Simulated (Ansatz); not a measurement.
# HPbNO4 (P2_1/m) in Ansatz: band structure with r2SCAN

Aim: the band structure of HPbNO4 with r2SCAN.

Everything below comes from runs of Ansatz 0.2.0. Logs are shortened: lines on timing, memory, paths and dates and some standing lists are left out, and cuts for length are marked.

### 1 Starting point

The structure is monoclinic, space group P2_1/m (No. 11). The conventional cell has a = 6.859 Å, b = 4.229 Å, c = 8.026 Å, α = 90.00°, β = 114.99°, γ = 90.00°. Around H (site symmetry m) lie 1 O at 0.99 Å. Pb (site symmetry m) is surrounded by 5 O at 2.47 to 2.74 Å. N (site symmetry m) has 3 O at 1.24 to 1.28 Å as nearest neighbours. O (site symmetry m) has 1 H at 0.99 Å as nearest neighbours. O (site symmetry m) is surrounded by 1 N at 1.24 Å. O (site symmetry m) has 1 N at 1.27 Å as nearest neighbours. O (site symmetry m) has 1 N at 1.28 Å as nearest neighbours.

The cell was built by a generator and needn't be a form met in nature.

### 2 Band structure, r2SCAN

Input file input.yaml:

```yaml
crystal:
  lattice:
    - [6.85877, 0.0, 0.0]
    - [0.0, 4.22865, 0.0]
    - [-3.39101, 0.0, 7.27459]
  atoms:
    - { symbol: H, position: [0.22549, 0.75, 0.5073] }
    - { symbol: H, position: [0.77451, 0.25, 0.4927] }
    - { symbol: Pb, position: [0.30229, 0.25, 0.28494] }
    - { symbol: Pb, position: [0.69771, 0.75, 0.71506] }
    - { symbol: "N", position: [0.21484, 0.75, 0.83567] }
    - { symbol: "N", position: [0.78516, 0.25, 0.16433] }
    - { symbol: O, position: [0.33078, 0.75, 0.45338] }
    - { symbol: O, position: [0.40909, 0.75, 0.86901] }
    - { symbol: O, position: [0.15508, 0.75, 0.96537] }
    - { symbol: O, position: [0.07083, 0.75, 0.66955] }
    - { symbol: O, position: [0.66922, 0.25, 0.54661] }
    - { symbol: O, position: [0.59091, 0.25, 0.13099] }
    - { symbol: O, position: [0.84492, 0.25, 0.03463] }
    - { symbol: O, position: [0.92917, 0.25, 0.33045] }
hamiltonian:
  xc: r2scan
  pseudopotentials: { kind: paw }
kpoints:
  mp_grid: { grid: [5, 6, 4] }
  band_path:
    path:
      - [[0.0, 0.0, 0.0], [0.0, 0.0, 0.5], [-0.3888956494, 0.0, 0.6922719433], [-0.5, 0.0, 0.5], [-0.5, 0.5, 0.5], [-0.6111043506, 0.5, 0.3077280567], [-0.5, 0.5, 0.0], [-0.5, 0.0, 0.0], [-0.6111043506, 0.0, 0.3077280567]]
      - [[-0.3888956494, 0.5, 0.6922719433], [0.0, 0.5, 0.5], [0.0, 0.5, 0.0]]
      - [[0.0, 0.0, 0.5], [0.0, 0.5, 0.5]]
    npoints: 10
scf:
  occupations: { method: fermi_dirac, width: 0.05 }
  n_extra_bands: 35
output:
  forces: true
  stress: true
  eigenvalues: true
  fatbands: false
```

Potentials or basis: Ansatz PAW.

Started as:

```bash
$ ansatz run input.yaml --threads 8 --pin off --max-ram 20480MiB --backend cpu --events-out ev --progress --plain --runs-dir out
```

Log:

```text
Warning: the atoms were moved onto the symmetric positions of the space group found under crystal.symmetry.tolerance 1.0e-5 (fractional; no operation is sought that the atoms, as they stand in a round, miss by more than twice it, and no atom is moved by as much as it), and the run uses the moved positions. Before a round's move an operation carried an atom to 6.88e-5 Å from where it should land, the largest such distance. Atom 6 (counting from 0) moved farthest, by 4.01e-5 Å; the longest move in fractions of the cell, of whichever atom, is 0.49 of the tolerance, in 1 round. To run the atoms as typed, lower crystal.symmetry.tolerance until the operations that they miss are no longer found, or set crystal.symmetry.detect: false (a key that needs symmetry detection or time reversal refuses this as the deck is read). The positions used, in the order of the run's atom list: position: [0.22549, 0.75, 0.5073]; position: [0.77451, 0.25, 0.49269999999999997]; position: [0.30229, 0.25, 0.28493999999999997]; position: [0.69771, 0.75, 0.7150599999999999]; position: [0.21484, 0.75, 0.83567]; position: [0.78516, 0.25, 0.16432999999999995]; position: [0.33078, 0.75, 0.4533849999999999]; position: [0.40909, 0.75, 0.86901]; position: [0.15508, 0.75, 0.96537]; position: [0.07083, 0.75, 0.66955]; position: [0.66922, 0.25, 0.546615]; position: [0.59091, 0.25, 0.13099]; position: [0.84492, 0.25, 0.03462999999999999]; position: [0.92917, 0.25, 0.33044999999999997];
Warning: RAYON_NUM_THREADS=8 ignored (pool sized by the plan → 8); use --threads N
scf.n_extra_bands = 35 over 44 filled bands (N_el = 88.0): the run solves 79 bands
Engine: ansatz 0.2.0, aarch64-unknown-linux-gnu
Pseudopotentials: kind: paw
Pseudopotential: H, paw, valence charge 1, recommended cutoff 500 eV (meta_gga), H.paw.azcp
Pseudopotential: Pb, paw, valence charge 14, recommended cutoff 500 eV (meta_gga), Pb.paw.azcp
Pseudopotential: N, paw, valence charge 5, recommended cutoff 500 eV (meta_gga), N.paw.azcp
Pseudopotential: O, paw, valence charge 6, recommended cutoff 500 eV (meta_gga), O.paw.azcp
Functional definition: r2SCAN
  parameter k0 = 0.174
  parameter k1 = 0.065
[... 64 lines left out ...]
  atom   4  Pb    -0.01649692     0.00000000    -0.11889720
  atom   5  N      0.02716441    -0.00000000     0.01549505
  atom   6  N     -0.02716441     0.00000000    -0.01549505
  atom   7  O     -0.28457475     0.00000000     0.17254596
  atom   8  O     -0.62570689     0.00000000    -0.18175838
  atom   9  O      0.41503668    -0.00000000    -0.44844749
  atom  10  O      0.14166257    -0.00000000     0.60306860
  atom  11  O      0.28457475    -0.00000000    -0.17254596
  atom  12  O      0.62570689    -0.00000000     0.18175838
  atom  13  O     -0.41503668     0.00000000     0.44844749
  atom  14  O     -0.14166257     0.00000000    -0.60306860
  max |Σ_I F_I| component: 1.11e-16 eV/Å
--- Stress (GPa, compression-positive) ---
       -4.060625       0.000000      -0.002181
        0.000000      -1.659785       0.000000
       -0.002184       0.000000      -3.547102
  P = ⅓ Tr σ = -3.0892 GPa (-30.892 kbar)
--- Band table (eV; the first three rows and the last of 44) ---
  k-point 0: bands = ["-24.4609", "-24.4217", "-18.9327", "-18.8450", "-18.5760", "-18.5170", "-16.7189", "-16.5246", "-13.4353", "-13.4138", "-13.4118", "-13.4025", "-13.3911", "-13.3889", "-13.3782", "-13.3726", "-13.3287", "-13.1480", "-8.1187", "-7.6252", "-5.5449", "-5.5312", "-5.5247", "-5.3462", "-5.2654", "-5.0856", "-4.2526", "-3.7489", "-2.3926", "-1.3958", "-0.7284", "-0.3300", "-0.1100", "0.0244", "0.3962", "0.4594", "0.5089", "0.5265", "0.7558", "0.7728", "0.9416", "1.8644", "1.8892", "2.1709", "5.9009", "6.5721", "6.9254", "6.9482", "8.3993", "8.7933", "8.9314", "9.0623", "9.7928", "9.9866", "11.8227", "12.5096", "12.6029", "13.1214", "13.8747", "14.4696", "14.5116", "14.9445", "15.3959", "15.4472", "15.7794", "16.1677", "16.3410", "16.4938", "16.9337", "17.0206", "17.2334", "17.6128", "17.7102", "18.2530", "18.3290", "18.6975", "19.2494", "19.6324", "19.6384"]
  k-point 1: bands = ["-24.4592", "-24.4234", "-18.9306", "-18.8465", "-18.5684", "-18.5266", "-16.7169", "-16.5238", "-13.4354", "-13.4136", "-13.4117", "-13.4022", "-13.3932", "-13.3866", "-13.3776", "-13.3721", "-13.3297", "-13.1493", "-8.1053", "-7.6661", "-5.6737", "-5.5152", "-5.3613", "-5.3559", "-5.2486", "-5.1096", "-4.1714", "-3.7639", "-2.4362", "-1.5066", "-0.6953", "-0.3553", "-0.2366", "0.0726", "0.3696", "0.5026", "0.6045", "0.6872", "0.7560", "0.7717", "0.8750", "1.8361", "1.9341", "2.1086", "5.9290", "6.5148", "6.8833", "6.9410", "8.0725", "8.6692", "9.1941", "9.5503", "9.8755", "10.1587", "11.5659", "12.0922", "12.7815", "13.0486", "13.6209", "14.1149", "14.3120", "14.9861", "15.4039", "15.7794", "16.1269", "16.1631", "16.4190", "16.5669", "17.0242", "17.0418", "17.4044", "17.7352", "18.0796", "18.2886", "18.4802", "18.5539", "19.1326", "19.3868", "19.6196"]
  k-point 2: bands = ["-24.4574", "-24.4252", "-18.9285", "-18.8481", "-18.5509", "-18.5462", "-16.7150", "-16.5230", "-13.4355", "-13.4134", "-13.4116", "-13.4020", "-13.3944", "-13.3854", "-13.3768", "-13.3715", "-13.3307", "-13.1507", "-8.0886", "-7.7099", "-5.7173", "-5.5044", "-5.3668", "-5.2927", "-5.1930", "-5.1593", "-4.0423", "-3.8239", "-2.4758", "-1.6264", "-0.6059", "-0.3798", "-0.3635", "0.0962", "0.3465", "0.6247", "0.6800", "0.6900", "0.6987", "0.8081", "0.9151", "1.7972", "1.9706", "2.0463", "5.9660", "6.4487", "6.8422", "6.9165", "7.9779", "8.5303", "9.4069", "9.6831", "10.1164", "10.6443", "11.4257", "11.4296", "12.5561", "13.0196", "13.7886", "13.9667", "14.0110", "14.8084", "15.4745", "16.1010", "16.4102", "16.4747", "16.4860", "16.6540", "17.0278", "17.0439", "17.1539", "17.7448", "18.3013", "18.3519", "18.3963", "18.9304", "19.0562", "19.2463", "19.3876"]
  k-point 43: bands = ["-24.4359", "-24.4359", "-18.8891", "-18.8891", "-18.5427", "-18.5427", "-16.6049", "-16.6049", "-13.4127", "-13.4127", "-13.4049", "-13.4049", "-13.3803", "-13.3803", "-13.3317", "-13.3317", "-13.2045", "-13.2045", "-7.8288", "-7.8288", "-5.6771", "-5.6771", "-5.3948", "-5.3948", "-5.1202", "-5.1202", "-4.1267", "-4.1267", "-2.9369", "-2.9369", "-0.2935", "-0.2935", "0.0208", "0.0208", "0.3474", "0.3474", "0.5498", "0.5498", "0.8738", "0.8738", "1.6156", "1.6156", "2.0729", "2.0729", "6.0935", "6.0935", "7.1871", "7.1871", "8.3092", "8.3092", "9.1707", "9.1707", "10.9976", "10.9976", "11.7200", "11.7200", "13.1575", "13.1575", "13.4286", "13.4286", "14.8874", "14.8874", "15.3979", "15.3979", "16.0998", "16.0998", "16.4658", "16.4658", "17.2980", "17.2980", "17.8760", "17.8760", "18.2137", "18.2137", "18.3867", "18.3867", "19.4416", "19.4416", "19.8064"]
```

It took 28 s on 8 threads of Arm Neoverse V1, shared host; peak memory 2 GiB.

What came out:

| Property | Result |
| --- | --- |
| Free energy | -29182.1274 eV |
| Pressure | -3.1 GPa |
| Largest force | 0.652 eV/Å |
| Band gap on the k mesh | 3.46 eV, indirect (least direct gap 3.72 eV) |
| Band gap along the path | 3.44 eV, indirect (least direct gap 3.73 eV) |

Forces on the atoms (eV/Å):
```
H    0.396  0.000 -0.180
H   -0.396  0.000  0.180
Pb   0.016  0.000  0.119
Pb  -0.016  0.000 -0.119
N    0.027  0.000  0.015
N   -0.027  0.000 -0.015
O   -0.285  0.000  0.173
O   -0.626  0.000 -0.182
O    0.415  0.000 -0.448
O    0.142  0.000  0.603
O    0.285  0.000 -0.173
O    0.626  0.000  0.182
O   -0.415  0.000  0.448
O   -0.142  0.000 -0.603
```

Levels at the corners of the path, in eV from the valence-band top:
```
point  band 40  band 41  band 42  band 43  band 44  band 45  band 46  band 47  band 48  band 49
    Γ    -1.50    -1.33    -0.41    -0.38    -0.10     3.63     4.30     4.65     4.68     6.13
    Y    -1.46    -1.36    -0.47    -0.30    -0.22     3.70     4.18     4.57     4.65     5.71
    H    -1.34    -1.24    -0.66    -0.38    -0.13     3.89     4.06     4.42     4.77     5.51
    C    -1.35    -1.24    -0.74    -0.38     0.00     3.82     4.12     4.21     4.68     5.89
    E    -1.42    -0.67    -0.67    -0.19    -0.19     3.86     3.86     5.01     5.01     6.00
   M1    -1.49    -0.68    -0.68    -0.18    -0.18     3.81     3.81     4.92     4.92     6.06
    A    -1.50    -0.68    -0.68    -0.15    -0.15     3.82     3.82     4.73     4.73     6.06
    X    -1.34    -1.32    -0.53    -0.42    -0.27     3.99     4.00     4.66     4.87     5.29
   H1    -1.34    -1.24    -0.66    -0.38    -0.13     3.89     4.06     4.42     4.77     5.51
    M    -1.49    -0.68    -0.68    -0.18    -0.18     3.81     3.81     4.92     4.92     6.06
    D    -1.38    -0.66    -0.66    -0.34    -0.34     3.64     3.64     5.26     5.26     6.21
    Z    -1.33    -0.61    -0.61    -0.35    -0.35     3.67     3.67     5.14     5.14     6.17
    Y    -1.46    -1.36    -0.47    -0.30    -0.22     3.70     4.18     4.57     4.65     5.71
    D    -1.38    -0.66    -0.66    -0.34    -0.34     3.64     3.64     5.26     5.26     6.21
```

Caveat: spin-orbit coupling is left out, which as a rule narrows the gap of such compounds by several tenths of an eV; the PAW data sets come from PBE, with cores solved anew for the run's functional, which leaves a small shift of forces and pressure. r2SCAN opens gaps a little over a GGA but as a rule still falls short of measured ones.
